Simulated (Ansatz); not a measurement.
# C2H4Sn: one molecule under many settings

Aim: run C2H4Sn under a spread of inputs, and see what each costs and gives.

Computed with Ansatz 0.2.0, Gaussian basis. Level: the settings change from run to run.

**1. The relaxed structure**

The structure was relaxed beforehand with PBE0-D4 in a triple-zeta def2 set. Sn takes a core potential in def2 sets; no spin-orbit term is included.

SMILES `C#[C][SnH3]`, 7 atoms, charge 0, spin multiplicity 1.

Atoms are counted from 1 here; the program's logs count them from 0.

Bond lengths: C1–C2 1.206 Å, C1–H4 1.066 Å, C2–Sn3 2.081 Å, Sn3–H5 1.701 Å, Sn3–H6 1.701 Å, Sn3–H7 1.701 Å. Angles: C2–C1–H4 180.0°, C1–C2–Sn3 180.0°, C2–Sn3–H5 108.0°, C2–Sn3–H6 108.0°, C2–Sn3–H7 108.0°, H5–Sn3–H6 110.9°, H5–Sn3–H7 110.9°, H6–Sn3–H7 110.9°.

**2. wPBEh/def2-TZVPD**

Options: a point charge of 2.00 e beside it, high accuracy.

in.yaml

```yaml
crystal:
  periodic: [false, false, false]
  atoms:
    - {symbol: C, position_ang: [-0.891978, -1.923724, 0.189052]}
    - {symbol: C, position_ang: [-0.380648, -0.836797, 0.077890]}
    - {symbol: Sn, position_ang: [0.501989, 1.038438, -0.113639]}
    - {symbol: H, position_ang: [-1.344050, -2.884333, 0.287317]}
    - {symbol: H, position_ang: [0.178316, 1.615286, -1.680827]}
    - {symbol: H, position_ang: [-0.178056, 2.062999, 1.061696]}
    - {symbol: H, position_ang: [2.175626, 0.860231, 0.132910]}
basis:
  gaussian: {orbitals: def2-TZVPD, point_charges: [{charge: 2.00, position_ang: [6.015, -0.931, -0.213]}]}
hamiltonian: {xc: {name: wPBEh}}
accuracy: high
output: {forces: true}
```

The run is started by

```console
$ ansatz run in.yaml --threads 2 --pin off --events-out ev --progress --plain --max-ram 31744MiB --backend cpu
```

The program printed (excerpt; [...] marks lines left out):

```text
Functional definition: wPBEh
  name "wPBEh"
  cite "Heyd, Scuseria & Ernzerhof, J. Chem. Phys. 118, 8207 (2003) doi:10.1063/1.1564060"
  cite "Krukau, Vydrov, Izmaylov & Scuseria, J. Chem. Phys. 125, 224106 (2006) doi:10.1063/1.2404663"
  cite "Heyd & Scuseria, J. Chem. Phys. 120, 7274 (2004) doi:10.1063/1.1668634"
  cite "Ernzerhof & Perdew, J. Chem. Phys. 109, 3313 (1998) doi:10.1063/1.476928"
  cite "Perdew, Burke & Ernzerhof, Phys. Rev. Lett. 77, 3865 (1996) doi:10.1103/PhysRevLett.77.3865"
  parent pbe
[...]
2851 factors; integrals over basis functions are off by at most 3.3e-9 eV
150 factors; integrals over basis functions are off by at most 1.6e-9 eV
[...]
mean field -7966.61094143 eV, -292.7675521347 hartree, gradient 3.6e-8 eV, S^2 0.000000; 0 other end points of the search recorded, 0 dependent functions left out
[...]
reference -7966.61094662 eV, -292.7675523254 hartree; 19, 19 occupied and 147, 147 virtual orbitals, 2851 factors
Total energy: -7966.61094662 eV, -292.7675523254 hartree
Atom 0 at    -0.891978    -1.923724     0.189052 Å, force     0.096775     0.032744    -0.007614 eV/Å
Atom 1 at    -0.380648    -0.836797     0.077890 Å, force     0.349607     0.033739    -0.004829 eV/Å
Atom 2 at     0.501989     1.038438    -0.113639 Å, force    -1.228904     0.121699    -0.055164 eV/Å
Atom 3 at    -1.344050    -2.884333     0.287317 Å, force    -0.100085    -0.020452     0.005293 eV/Å
Atom 4 at     0.178316     1.615286    -1.680827 Å, force     0.209628    -0.034524    -0.001951 eV/Å
Atom 5 at    -0.178056     2.062999     1.061696 Å, force     0.221147    -0.036351     0.013398 eV/Å
Atom 6 at     2.175626     0.860231     0.132910 Å, force     0.691113    -0.177550     0.024839 eV/Å
Dipole moment:    -0.528570     0.097010     0.003497 e Å
```

Run time: 11 s. Hardware: 2 threads, shared host; peak memory 0.8 GiB.

Largest force 1.236 eV/Å, dipole 2.58 D.

**3. RPBE/def2-TZVP**

This run has a grid of angular degree 47.

Edit in.yaml of step 2 so:

```diff
@@ -11,5 +11,4 @@
 basis:
-  gaussian: {orbitals: def2-TZVPD, point_charges: [{charge: 2.00, position_ang: [6.015, -0.931, -0.213]}]}
-hamiltonian: {xc: {name: wPBEh}}
-accuracy: high
+  gaussian: {orbitals: def2-TZVP, final_grid: {core_spheres: 20, valence_spheres: 16, degree: 47}}
+hamiltonian: {xc: {name: RPBE}}
 output: {forces: true}
```

The command is unchanged.

The program printed (excerpt; [...] marks lines left out):

```text
Functional definition: RPBE
  name "RPBE"
  cite "Hammer, Hansen & Nørskov, Phys. Rev. B 59, 7413 (1999) doi:10.1103/PhysRevB.59.7413"
  cite "Perdew, Burke & Ernzerhof, Phys. Rev. Lett. 77, 3865 (1996) doi:10.1103/PhysRevLett.77.3865"
[...]
924 factors; their error is unknown
[...]
mean field -7970.62272341 eV, -292.9149824033 hartree, gradient 3.5e-5 eV, S^2 0.000000; 0 other end points of the search recorded, 0 dependent functions left out
[...]
reference -7970.62277339 eV, -292.9149842400 hartree; 19, 19 occupied and 117, 117 virtual orbitals, 924 factors
Total energy: -7970.62277339 eV, -292.9149842400 hartree
Atom 0 at    -0.891978    -1.923724     0.189052 Å, force    -0.526922    -1.119288     0.114497 eV/Å
Atom 1 at    -0.380648    -0.836797     0.077890 Å, force     0.459382     0.976156    -0.099868 eV/Å
Atom 2 at     0.501989     1.038438    -0.113639 Å, force     0.065959     0.140119    -0.014299 eV/Å
Atom 3 at    -1.344050    -2.884333     0.287317 Å, force    -0.109783    -0.233610     0.023833 eV/Å
Atom 4 at     0.178316     1.615286    -1.680827 Å, force    -0.043224     0.093848    -0.231099 eV/Å
Atom 5 at    -0.178056     2.062999     1.061696 Å, force    -0.095500     0.159667     0.171669 eV/Å
Atom 6 at     2.175626     0.860231     0.132910 Å, force     0.250088    -0.016892     0.035267 eV/Å
Dipole moment:     0.020197     0.042887    -0.004356 e Å
```

It took 2 s on 2 threads, shared host.

Largest force 1.242 eV/Å, dipole 0.23 D.

**4. SPW92/STO-3G**

Edit in.yaml of step 3 so:

```diff
@@ -11,4 +11,4 @@
 basis:
-  gaussian: {orbitals: def2-TZVP, final_grid: {core_spheres: 20, valence_spheres: 16, degree: 47}}
-hamiltonian: {xc: {name: RPBE}}
+  gaussian: {orbitals: STO-3G}
+hamiltonian: {xc: {name: SPW92}}
 output: {forces: true}
```

Same command.

The program printed (excerpt; [...] marks lines left out):

```text
Functional definition: SPW92
  name "SPW92"
  cite "Dirac, Proc. Camb. Phil. Soc. 26, 376 (1930) doi:10.1017/S0305004100016108"
  cite "Slater, Phys. Rev. 81, 385 (1951) doi:10.1103/PhysRev.81.385"
  cite "Perdew & Wang, Phys. Rev. B 45, 13244 (1992) doi:10.1103/PhysRevB.45.13244"
[...]
553 factors; integrals over basis functions are off by at most 3.2e-5 eV
[...]
mean field -164258.89771693 eV, -6036.4031524175 hartree, gradient 1.1e-5 eV, S^2 0.000000; 0 other end points of the search recorded, 0 dependent functions left out
[...]
reference -164258.89773646 eV, -6036.4031531352 hartree; 33, 33 occupied and 8, 8 virtual orbitals, 553 factors
Total energy: -164258.89773646 eV, -6036.4031531352 hartree
Atom 0 at    -0.891978    -1.923724     0.189052 Å, force    -0.125793    -0.266447     0.027288 eV/Å
Atom 1 at    -0.380648    -0.836797     0.077890 Å, force     1.225861     2.604013    -0.266003 eV/Å
Atom 2 at     0.501989     1.038438    -0.113639 Å, force    -0.283594    -0.602313     0.061388 eV/Å
Atom 3 at    -1.344050    -2.884333     0.287317 Å, force    -0.351099    -0.746505     0.076295 eV/Å
Atom 4 at     0.178316     1.615286    -1.680827 Å, force     0.249789    -0.405417     1.157911 eV/Å
Atom 5 at    -0.178056     2.062999     1.061696 Å, force     0.513574    -0.736860    -0.872191 eV/Å
Atom 6 at     2.175626     0.860231     0.132910 Å, force    -1.228738     0.153529    -0.184688 eV/Å
Dipole moment:     0.087154     0.185165    -0.018901 e Å
```

Wall time 0.55 s (2 threads, shared host).

Largest force 2.890 eV/Å, dipole 0.99 D.

**5. B2PLYP/x2c-TZVPPall**

Options: high accuracy.

Edit in.yaml of step 4 so:

```diff
@@ -11,4 +11,4 @@
 basis:
-  gaussian: {orbitals: STO-3G}
-hamiltonian: {xc: {name: SPW92}}
-output: {forces: true}
+  gaussian: {orbitals: x2c-TZVPPall}
+hamiltonian: {xc: {name: B2PLYP}}
+accuracy: high
```

Same command.

The program printed (excerpt; [...] marks lines left out):

```text
Functional definition: B2PLYP
  name "B2PLYP"
  cite "Grimme, J. Chem. Phys. 124, 034108 (2006) doi:10.1063/1.2148954"
  cite "Becke, Phys. Rev. A 38, 3098 (1988) doi:10.1103/PhysRevA.38.3098"
  cite "Lee, Yang & Parr, Phys. Rev. B 37, 785 (1988) doi:10.1103/PhysRevB.37.785"
[...]
3001 factors; integrals over basis functions are off by at most 2.3e-8 eV
[...]
mean field -170189.15775933 eV, -6254.3361893010 hartree, gradient 6.2e-8 eV, S^2 0.000000; 0 other end points of the search recorded, 0 dependent functions left out
20 core orbitals not correlated: weight in the atoms' cores, before any rotation towards them, 1.000 or more for the frozen orbitals, at most 0.000 for the correlated occupied ones
reference -170189.15778585 eV, -6254.3361902756 hartree; 13, 13 occupied and 145, 145 virtual orbitals, 3001 factors
second order -21.74413524 eV of doubles, -0.00000000 eV of singles
Total energy: -170195.02870237 eV, -6254.5519424781 hartree
Relativity: scalar
```

Wall time 13 s (2 threads, shared host); peak memory 0.88 GiB.

**6. r2SCAN50/def2-SVPD**

This run has multiplicity 3, the search for lower states set to light.

Edit in.yaml of step 5 so:

```diff
@@ -11,4 +11,6 @@
 basis:
-  gaussian: {orbitals: x2c-TZVPPall}
-hamiltonian: {xc: {name: B2PLYP}}
-accuracy: high
+  gaussian: {orbitals: def2-SVPD}
+magnetization: {spin_polarized: true, initial_magnetization: 2}
+hamiltonian: {xc: {name: r2SCAN50}}
+scf: {lower_state_search: light}
+output: {forces: true}
```

Same command.

The program printed (excerpt; [...] marks lines left out):

```text
Functional definition: r2SCAN50
  name "r2SCAN50"
  cite "Bursch, Neugebauer, Ehlert & Grimme, J. Chem. Phys. 156, 134105 (2022) doi:10.1063/5.0086040"
  cite "Furness, Kaplan, Ning, Perdew & Sun, J. Phys. Chem. Lett. 11, 8208 (2020) doi:10.1021/acs.jpclett.0c02405"
  cite "Furness, Kaplan, Ning, Perdew & Sun, J. Phys. Chem. Lett. 11, 9248 (2020) doi:10.1021/acs.jpclett.0c03077"
  parent r2scan
[...]
1150 factors; integrals over basis functions are off by at most 8.0e-4 eV
[...]
mean field -7959.90265974 eV, -292.5210273295 hartree, gradient 2.1e-10 eV, S^2 2.013701; 3 other end points of the search recorded, 0 dependent functions left out
[...]
reference -7959.90266974 eV, -292.5210276972 hartree; 20, 18 occupied and 84, 86 virtual orbitals, 1150 factors
Total energy: -7959.90266974 eV, -292.5210276972 hartree
Atom 0 at    -0.891978    -1.923724     0.189052 Å, force    -5.067091   -10.881131     1.125683 eV/Å
Atom 1 at    -0.380648    -0.836797     0.077890 Å, force     5.031205    11.025139    -1.172790 eV/Å
Atom 2 at     0.501989     1.038438    -0.113639 Å, force    -0.250774    -0.222280    -0.024716 eV/Å
Atom 3 at    -1.344050    -2.884333     0.287317 Å, force     0.035616     0.077535    -0.007843 eV/Å
Atom 4 at     0.178316     1.615286    -1.680827 Å, force     0.062840    -0.069241     0.081594 eV/Å
Atom 5 at    -0.178056     2.062999     1.061696 Å, force     0.091764    -0.048894    -0.011243 eV/Å
Atom 6 at     2.175626     0.860231     0.132910 Å, force     0.096440     0.118872     0.009315 eV/Å
Dipole moment:    -0.028780    -0.048222     0.002949 e Å
```

It took 71 s on 2 threads, shared host.

Largest force 12.175 eV/Å, dipole 0.27 D, ⟨S²⟩ 2.014.

**7. B97/def2-TZVP**

Options: finite nuclei.

Edit in.yaml of step 6 so:

```diff
@@ -11,6 +11,4 @@
 basis:
-  gaussian: {orbitals: def2-SVPD}
-magnetization: {spin_polarized: true, initial_magnetization: 2}
-hamiltonian: {xc: {name: r2SCAN50}}
-scf: {lower_state_search: light}
+  gaussian: {orbitals: def2-TZVP, nuclear_model: gaussian}
+hamiltonian: {xc: {name: B97}}
 output: {forces: true}
```

The command is unchanged.

The program printed (excerpt; [...] marks lines left out):

```text
Functional definition: B97
  name "B97"
  cite "Becke, J. Chem. Phys. 107, 8554 (1997) doi:10.1063/1.475007"
[...]
      + integral(e_c_pw_opposite_spin*poly(b97_u_opposite, cos0, cos1, cos2))
968 factors; their error is unknown
[...]
mean field -7968.72673968 eV, -292.8453062862 hartree, gradient 5.4e-5 eV, S^2 0.000000; 0 other end points of the search recorded, 0 dependent functions left out
[...]
reference -7968.72677048 eV, -292.8453074182 hartree; 19, 19 occupied and 117, 117 virtual orbitals, 968 factors
Total energy: -7968.72677048 eV, -292.8453074182 hartree
Atom 0 at    -0.891978    -1.923724     0.189052 Å, force    -0.171643    -0.363929     0.037251 eV/Å
Atom 1 at    -0.380648    -0.836797     0.077890 Å, force     0.079038     0.167538    -0.017147 eV/Å
Atom 2 at     0.501989     1.038438    -0.113639 Å, force     0.057773     0.122711    -0.012506 eV/Å
Atom 3 at    -1.344050    -2.884333     0.287317 Å, force    -0.000681    -0.001808     0.000119 eV/Å
Atom 4 at     0.178316     1.615286    -1.680827 Å, force    -0.011253     0.029409    -0.066640 eV/Å
Atom 5 at    -0.178056     2.062999     1.061696 Å, force    -0.026227     0.048369     0.049053 eV/Å
Atom 6 at     2.175626     0.860231     0.132910 Å, force     0.072993    -0.002290     0.009869 eV/Å
Dipole moment:     0.021882     0.046466    -0.004720 e Å
```

Wall time 3.4 s (2 threads, shared host).

Largest force 0.404 eV/Å, dipole 0.25 D.

**8. B3LYP5/def2-mTZVP**

This run has charge -1, multiplicity 2, density fitting with def2-universal-jkfit, the search for lower states set to light.

Edit in.yaml of step 7 so:

```diff
@@ -11,4 +11,7 @@
 basis:
-  gaussian: {orbitals: def2-TZVP, nuclear_model: gaussian}
-hamiltonian: {xc: {name: B97}}
+  gaussian: {orbitals: def2-mTZVP, fitting: {mean_field: def2-universal-jkfit}}
+total_charge: -1
+magnetization: {spin_polarized: true, initial_magnetization: 1}
+hamiltonian: {xc: {name: B3LYP5}}
+scf: {lower_state_search: light}
 output: {forces: true}
```

Launched as before.

The program printed (excerpt; [...] marks lines left out):

```text
Functional definition: B3LYP5
  name "B3LYP5"
  cite "Stephens, Devlin, Chabalowski & Frisch, J. Phys. Chem. 98, 11623 (1994) doi:10.1021/j100096a001"
  cite "Becke, Phys. Rev. A 38, 3098 (1988) doi:10.1103/PhysRevA.38.3098"
  cite "Lee, Yang & Parr, Phys. Rev. B 37, 785 (1988) doi:10.1103/PhysRevB.37.785"
  cite "Vosko, Wilk & Nusair, Can. J. Phys. 58, 1200 (1980) doi:10.1139/p80-159"
[...]
440 factors; integrals over basis functions are off by at most 6.4e-1 eV
[...]
mean field -7965.09632027 eV, -292.7118908338 hartree, gradient 1.1e-6 eV, S^2 0.751146; 10 other end points of the search recorded, 0 dependent functions left out
[...]
reference -7965.09658166 eV, -292.7119004397 hartree; 20, 19 occupied and 66, 67 virtual orbitals, 440 factors
Total energy: -7965.09658166 eV, -292.7119004397 hartree
Atom 0 at    -0.891978    -1.923724     0.189052 Å, force    -0.432122    -0.919115     0.094319 eV/Å
Atom 1 at    -0.380648    -0.836797     0.077890 Å, force    -0.407392    -0.871108     0.090331 eV/Å
Atom 2 at     0.501989     1.038438    -0.113639 Å, force     1.097754     2.339053    -0.240809 eV/Å
Atom 3 at    -1.344050    -2.884333     0.287317 Å, force     0.000080     0.001843    -0.000813 eV/Å
Atom 4 at     0.178316     1.615286    -1.680827 Å, force    -0.181895    -0.164750    -0.247181 eV/Å
Atom 5 at    -0.178056     2.062999     1.061696 Å, force    -0.245001    -0.086484     0.233451 eV/Å
Atom 6 at     2.175626     0.860231     0.132910 Å, force     0.168577    -0.299439     0.070702 eV/Å
Dipole moment:    -0.365341    -0.777247     0.079705 e Å
```

Run time: 7 s. Hardware: 2 threads, shared host.

Largest force 2.595 eV/Å, ⟨S²⟩ 0.751.

**9. r2SCANh/def2-mTZVP**

Options: charge +1, multiplicity 2, atoms shaken by 0.03 Å, high accuracy.

in.yaml

```yaml
crystal:
  periodic: [false, false, false]
  atoms:
    - {symbol: C, position_ang: [-0.848525, -1.955586, 0.168534]}
    - {symbol: C, position_ang: [-0.420427, -0.815721, 0.095279]}
    - {symbol: Sn, position_ang: [0.522861, 1.039499, -0.080960]}
    - {symbol: H, position_ang: [-1.273398, -2.887396, 0.252374]}
    - {symbol: H, position_ang: [0.187831, 1.650526, -1.728227]}
    - {symbol: H, position_ang: [-0.174494, 2.078507, 1.082091]}
    - {symbol: H, position_ang: [2.161990, 0.878706, 0.158529]}
basis:
  gaussian: {orbitals: def2-mTZVP}
total_charge: 1
magnetization: {spin_polarized: true, initial_magnetization: 1}
hamiltonian: {xc: {name: r2SCANh}}
accuracy: high
output: {forces: true}
```

Launched as before.

The program printed (excerpt; [...] marks lines left out):

```text
Functional definition: r2SCANh
  name "r2SCANh"
  cite "Bursch, Neugebauer, Ehlert & Grimme, J. Chem. Phys. 156, 134105 (2022) doi:10.1063/5.0086040"
  cite "Furness, Kaplan, Ning, Perdew & Sun, J. Phys. Chem. Lett. 11, 8208 (2020) doi:10.1021/acs.jpclett.0c02405"
  cite "Furness, Kaplan, Ning, Perdew & Sun, J. Phys. Chem. Lett. 11, 9248 (2020) doi:10.1021/acs.jpclett.0c03077"
  parent r2scan
[...]
1808 factors; integrals over basis functions are off by at most 3.6e-9 eV
[...]
mean field -7958.49515517 eV, -292.4693024908 hartree, gradient 6.9e-8 eV, S^2 0.761469; 4 other end points of the search recorded, 0 dependent functions left out
[...]
reference -7958.49515889 eV, -292.4693026274 hartree; 19, 18 occupied and 67, 68 virtual orbitals, 1808 factors
Total energy: -7958.49515889 eV, -292.4693026274 hartree
Atom 0 at    -0.848525    -1.955586     0.168534 Å, force    -0.142375    -0.074267     0.024328 eV/Å
Atom 1 at    -0.420427    -0.815721     0.095279 Å, force     0.755230     1.543922    -0.262277 eV/Å
Atom 2 at     0.522861     1.039499    -0.080960 Å, force     0.056979     1.054466    -0.211427 eV/Å
Atom 3 at    -1.273398    -2.887396     0.252374 Å, force    -0.743385    -1.817023     0.141222 eV/Å
Atom 4 at     0.187831     1.650526    -1.728227 Å, force    -0.072946    -0.328623     0.562719 eV/Å
Atom 5 at    -0.174494     2.078507     1.082091 Å, force    -0.251167    -0.075312    -0.179108 eV/Å
Atom 6 at     2.161990     0.878706     0.158529 Å, force     0.397664    -0.303163    -0.075456 eV/Å
Dipole moment:    -0.403498    -0.815926     0.004477 e Å
```

It took 22 s on 2 threads, shared host; peak memory 0.54 GiB.

Largest force 1.968 eV/Å, ⟨S²⟩ 0.761.

**10. B2GP-PLYP/def2-SVPD**

Set apart from the defaults: atoms shaken by 0.08 Å, a point charge of 2.00 e beside it, high accuracy.

in.yaml

```yaml
crystal:
  periodic: [false, false, false]
  atoms:
    - {symbol: C, position_ang: [-0.899862, -1.938359, 0.012608]}
    - {symbol: C, position_ang: [-0.202676, -0.783135, 0.082635]}
    - {symbol: Sn, position_ang: [0.611228, 1.034362, -0.198829]}
    - {symbol: H, position_ang: [-1.498701, -2.834325, 0.176482]}
    - {symbol: H, position_ang: [0.295939, 1.554027, -1.668523]}
    - {symbol: H, position_ang: [-0.112223, 2.021122, 1.081322]}
    - {symbol: H, position_ang: [2.249540, 0.842074, 0.232825]}
basis:
  gaussian: {orbitals: def2-SVPD, point_charges: [{charge: 2.00, position_ang: [6.817, 0.496, 0.736]}]}
hamiltonian: {xc: {name: B2GP-PLYP}}
accuracy: high
output: {forces: true}
```

Launched as before.

The program printed (excerpt; [...] marks lines left out):

```text
Functional definition: B2GP-PLYP
  name "B2GP-PLYP"
  cite "Karton, Tarnopolsky, Lamère, Schatz & Martin, J. Phys. Chem. A 112, 12868 (2008) doi:10.1021/jp801805p"
  cite "Becke, Phys. Rev. A 38, 3098 (1988) doi:10.1103/PhysRevA.38.3098"
  cite "Lee, Yang & Parr, Phys. Rev. B 37, 785 (1988) doi:10.1103/PhysRevB.37.785"
[...]
2260 factors; integrals over basis functions are off by at most 3.0e-9 eV
[...]
mean field -7948.39801231 eV, -292.0982393347 hartree, gradient 3.7e-8 eV, S^2 0.000000; 0 other end points of the search recorded, 0 dependent functions left out
6 core orbitals not correlated: weight in the atoms' cores, before any rotation towards them, 1.000 or more for the frozen orbitals, at most 0.000 for the correlated occupied ones
reference -7948.39803296 eV, -292.0982400936 hartree; 13, 13 occupied and 85, 85 virtual orbitals, 2260 factors
second order -13.49389528 eV of doubles, -0.00000000 eV of singles
[...]
Total energy: -7953.25583526 eV, -292.2767610354 hartree
Atom 0 at    -0.899862    -1.938359     0.012608 Å, force     4.077399     6.916966     0.790281 eV/Å
Atom 1 at    -0.202676    -0.783135     0.082635 Å, force    -4.921662    -8.812894    -0.460167 eV/Å
Atom 2 at     0.611228     1.034362    -0.198829 Å, force    -0.334659     1.089721     2.468365 eV/Å
Atom 3 at    -1.498701    -2.834325     0.176482 Å, force     0.297493     0.346539    -0.214678 eV/Å
Atom 4 at     0.295939     1.554027    -1.668523 Å, force    -0.078994     0.685155    -1.758387 eV/Å
Atom 5 at    -0.112223     2.021122     1.081322 Å, force     0.509858    -0.310568    -0.697977 eV/Å
Atom 6 at     2.249540     0.842074     0.232825 Å, force     0.621813     0.091573    -0.123438 eV/Å
Dipole moment:    -0.501646    -0.029434    -0.184106 e Å
```

Run time: 15 s. Hardware: 2 threads, shared host; peak memory 0.56 GiB.

Largest force 10.105 eV/Å, dipole 2.57 D.

**11. The runs in one table**

```tsv
level	charge	multiplicity	geometry	functions	energy (eV)	time
wPBEh/def2-TZVPD	0	1	relaxed, point charge	166	-7966.611	11 s
RPBE/def2-TZVP	0	1	relaxed	136	-7970.623	2 s
SPW92/STO-3G	0	1	relaxed	41	-164258.898	0.55 s
B2PLYP/x2c-TZVPPall	0	1	relaxed	178	-170195.029	13 s
r2SCAN50/def2-SVPD	0	3	relaxed	104	-7959.903	71 s
B97/def2-TZVP	0	1	relaxed	136	-7968.727	3.4 s
B3LYP5/def2-mTZVP	-1	2	relaxed	86	-7965.097	7 s
r2SCANh/def2-mTZVP	1	2	shaken	86	-7958.495	22 s
B2GP-PLYP/def2-SVPD	0	1	shaken, point charge	104	-7953.256	15 s
```

**12. Outcome**

| quantity | value |
| --- | --- |
| runs | 9 |
| quickest | SPW92/STO-3G, 0.55 s |
| slowest | r2SCAN50/def2-SVPD, 71 s |
| spread of total energies, same state and geometry | 162226.3 eV |
| dipole, same state and geometry | 0.23 to 0.99 D |

What this shows: Run time spans a factor of 128, from SPW92/STO-3G to r2SCAN50/def2-SVPD. The jobs differ in tasks and options as well as level. The totals spread over 162226 eV; they can't be compared across methods or bases. Some of these runs are scalar-relativistic and others not, which shifts the totals of all-electron atoms past neon by eV; core potentials, where a basis has them, take the core out of the total altogether. At the PBE0-D4/def2-TZVP geometry and in the same state, runs without warnings or point charges leave forces up to 2.89 eV/Å (SPW92/STO-3G).
